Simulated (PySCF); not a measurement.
# Lu: excitation energy in cc-pVDZ-X2C

Aim: the excitation energy of lutetium from differences of total energies, at each level of theory, and how far each lands from the tabulated value where there is one.

Method: unrestricted determinants in a Gaussian basis, no spin-orbit coupling in the energies. Code: PySCF 2.14.0.

**1. The system**

| Quantity | Value |
| --- | --- |
| Element | lutetium (Z = 71) |
| Basis | cc-pVDZ-X2C (8s7p5d3f1g, 84 functions) |
| Hamiltonian | scalar relativity by spin-free X2C-1e |
| State 1 | Lu: [Xe] 4f14 6s2 6p1, 2P determinant (an excited configuration) |
| Needed too, but not shown | Lu [Xe] 4f14 5d1 6s2 (2D) |
| Methods | UHF, LDA, PBE, PBE0, r2SCAN, revPBE, M06-2X, TPSS, MP2 |
| Core shells frozen in the correlated runs | valence: [Kr] 4d10; valence and next inner shell: [Ar] 3d10 (for Lu) |

Outer shells as boxes (Hund's rule):

Lu [Xe] 4f14 6s2 6p1
```
[Xe] core
4f [↑↓][↑↓][↑↓][↑↓][↑↓][↑↓][↑↓]
6s [↑↓]
6p [↑ ][  ][  ]
```

One driver process ran all states and methods and kept the integrals in memory. Each run is shown as a PySCF script that sums up its settings (the driver passes frozen orbitals as a list and adds second-order terms of double hybrids); the logs are those of the runs themselves. The driver starts from symmetry-adapted Hartree-Fock orbitals, holds the occupation by maximum overlap and uses a logarithmic radial grid for functionals, so a plain start would take other cycles.

The integrals over 84 functions and the set-up took 9.3 s of CPU time.

**2. Lu [Xe] 4f14 6s2 6p1**

#### UHF

File input.py:

```python
from pyscf import gto, scf, dft, mp, cc
import basis_set_exchange as bse
mol = gto.M(atom="Lu 0 0 0", charge=0, spin=1, symmetry="D2h",
            basis=gto.basis.parse(bse.get_basis("cc-pVDZ-X2C", elements=["Lu"], fmt="nwchem")),
            nucmod="G")
mf = scf.UHF(mol).sfx2c1e()
mf.irrep_nelec = {'Ag': (10, 10), 'B1g': (2, 2), 'B2g': (2, 2), 'B3g': (2, 2), 'Au': (1, 1), 'B1u': (6, 6), 'B2u': (7, 6), 'B3u': (6, 6)}
mf.kernel()
```

#### LDA

input.py, as changed from the run before:

```diff
@@ -5,3 +5,3 @@
             nucmod="G")
-mf = scf.UHF(mol).sfx2c1e()
+mf = dft.UKS(mol, xc="LDA,VWN").sfx2c1e()
 mf.irrep_nelec = {'Ag': (10, 10), 'B1g': (2, 2), 'B2g': (2, 2), 'B3g': (2, 2), 'Au': (1, 1), 'B1u': (6, 6), 'B2u': (7, 6), 'B3u': (6, 6)}
```

#### PBE

input.py, as changed from the run before:

```diff
@@ -5,3 +5,3 @@
             nucmod="G")
-mf = dft.UKS(mol, xc="LDA,VWN").sfx2c1e()
+mf = dft.UKS(mol, xc="PBE").sfx2c1e()
 mf.irrep_nelec = {'Ag': (10, 10), 'B1g': (2, 2), 'B2g': (2, 2), 'B3g': (2, 2), 'Au': (1, 1), 'B1u': (6, 6), 'B2u': (7, 6), 'B3u': (6, 6)}
```

#### PBE0

input.py, as changed from the run before:

```diff
@@ -5,3 +5,3 @@
             nucmod="G")
-mf = dft.UKS(mol, xc="PBE").sfx2c1e()
+mf = dft.UKS(mol, xc="PBE0").sfx2c1e()
 mf.irrep_nelec = {'Ag': (10, 10), 'B1g': (2, 2), 'B2g': (2, 2), 'B3g': (2, 2), 'Au': (1, 1), 'B1u': (6, 6), 'B2u': (7, 6), 'B3u': (6, 6)}
```

#### r2SCAN

input.py, as changed from the run before:

```diff
@@ -5,3 +5,3 @@
             nucmod="G")
-mf = dft.UKS(mol, xc="PBE0").sfx2c1e()
+mf = dft.UKS(mol, xc="R2SCAN").sfx2c1e()
 mf.irrep_nelec = {'Ag': (10, 10), 'B1g': (2, 2), 'B2g': (2, 2), 'B3g': (2, 2), 'Au': (1, 1), 'B1u': (6, 6), 'B2u': (7, 6), 'B3u': (6, 6)}
```

#### revPBE

input.py, as changed from the run before:

```diff
@@ -5,3 +5,3 @@
             nucmod="G")
-mf = dft.UKS(mol, xc="R2SCAN").sfx2c1e()
+mf = dft.UKS(mol, xc="PBE_R,PBE").sfx2c1e()
 mf.irrep_nelec = {'Ag': (10, 10), 'B1g': (2, 2), 'B2g': (2, 2), 'B3g': (2, 2), 'Au': (1, 1), 'B1u': (6, 6), 'B2u': (7, 6), 'B3u': (6, 6)}
```

#### M06-2X

input.py, as changed from the run before:

```diff
@@ -5,3 +5,3 @@
             nucmod="G")
-mf = dft.UKS(mol, xc="PBE_R,PBE").sfx2c1e()
+mf = dft.UKS(mol, xc="M062X").sfx2c1e()
 mf.irrep_nelec = {'Ag': (10, 10), 'B1g': (2, 2), 'B2g': (2, 2), 'B3g': (2, 2), 'Au': (1, 1), 'B1u': (6, 6), 'B2u': (7, 6), 'B3u': (6, 6)}
```

#### TPSS

input.py, as changed from the run before:

```diff
@@ -5,3 +5,3 @@
             nucmod="G")
-mf = dft.UKS(mol, xc="M062X").sfx2c1e()
+mf = dft.UKS(mol, xc="TPSS").sfx2c1e()
 mf.irrep_nelec = {'Ag': (10, 10), 'B1g': (2, 2), 'B2g': (2, 2), 'B3g': (2, 2), 'Au': (1, 1), 'B1u': (6, 6), 'B2u': (7, 6), 'B3u': (6, 6)}
```

#### MP2 (valence)

input.py, as changed from the run before:

```diff
@@ -5,4 +5,5 @@
             nucmod="G")
-mf = dft.UKS(mol, xc="TPSS").sfx2c1e()
+mf = scf.UHF(mol).sfx2c1e()
 mf.irrep_nelec = {'Ag': (10, 10), 'B1g': (2, 2), 'B2g': (2, 2), 'B3g': (2, 2), 'Au': (1, 1), 'B1u': (6, 6), 'B2u': (7, 6), 'B3u': (6, 6)}
 mf.kernel()
+mp.UMP2(mf, frozen=23).kernel()
```

**3. Lu [Xe] 4f14 6s2 6p1, continued**

#### MP2 (valence and next inner shell)

Changes to input.py since step 2:

```diff
@@ -8,2 +8,2 @@
 mf.kernel()
-mp.UMP2(mf, frozen=23).kernel()
+mp.UMP2(mf, frozen=14).kernel()
```

Q: Predict the outcome of this session.

The runs gave:

| quantity | value |
| --- | --- |
| excitation energy, Lu → [Xe] 4f14 6s2 6p1 | UHF 0.195, MP2 (valence and next inner shell) 0.610 eV; reference 0.641 |

Accuracy by level (over 1 difference):

```tsv
method	mean absolute miss against the measured value (with the measured fine structure taken into account where it is known) (eV)
UHF	0.445
LDA	0.464
PBE	0.332
PBE0	0.193
r2SCAN	0.403
revPBE	0.305
M06-2X	0.173
TPSS	0.334
MP2 (valence)	0.003
SCS-MP2 (valence)	0.109
MP2 (valence and next inner shell)	0.030
SCS-MP2 (valence and next inner shell)	0.132
```

What this shows: MP2 (valence) lands nearest to the measured value (off by 0.00 eV); LDA misses by most (0.46 eV). In a finite basis a lower level can come nearest by cancelling errors. PBE is off by +0.33 eV. The basis is finite, and no extrapolation was made.
